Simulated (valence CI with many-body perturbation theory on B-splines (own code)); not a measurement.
# Tl: the cost of one run

Method: configuration interaction of the valence electrons, many-body perturbation theory for a frozen closed Dirac-Fock core, no-pair Dirac Hamiltonian, B-spline basis. Code: an in-house CI+MBPT code version 3.

## Step 1: What is computed

| Item | Value |
| --- | --- |
| element | thallium (Z = 81, A = 205) |
| charge | +18 |
| frozen core | [Kr] 4d10 4f14 |
| start configuration of the valence electrons | 5s2 5p1 |
| nuclear rms radius | 5.4759 fm |

## Step 2: The calculation

Settings, as recorded:

```ini
atom Tl  Z=81  mass_number=205  rms_radius_fm=5.4759
core [Kr] 4d10 4f14
valence 5s2 5p1
avg = 1
basis = L
breit = 1
cap = 40000
capref = 1200
cscale = 1
de = 0.0
dress = 0
eps = 2e-08
h = 0.27
hh = 1
l2 = 3
lcore = 6
maxit = 60
n2 = 5
natural = 1
nlev = 60
nno = [7, 7, 6, 5, 4, 2, 1]
nroot = 26
nsp = [4, 4, 3, 2, 1, 0, 0]
pt2 = 1
qed = 1
rpa = 1
s1 = 1
s2 = 1
s3 = 1
screen = 1
tol = 2e-05
```

Run with:

```sh
$ python run_cv.py task.json out
```

task.json holds these settings.

Q: Estimate wall time and peak memory on 1 thread of Arm Neoverse V1, shared host.

About 85 s, with a peak of 0.72 GiB.
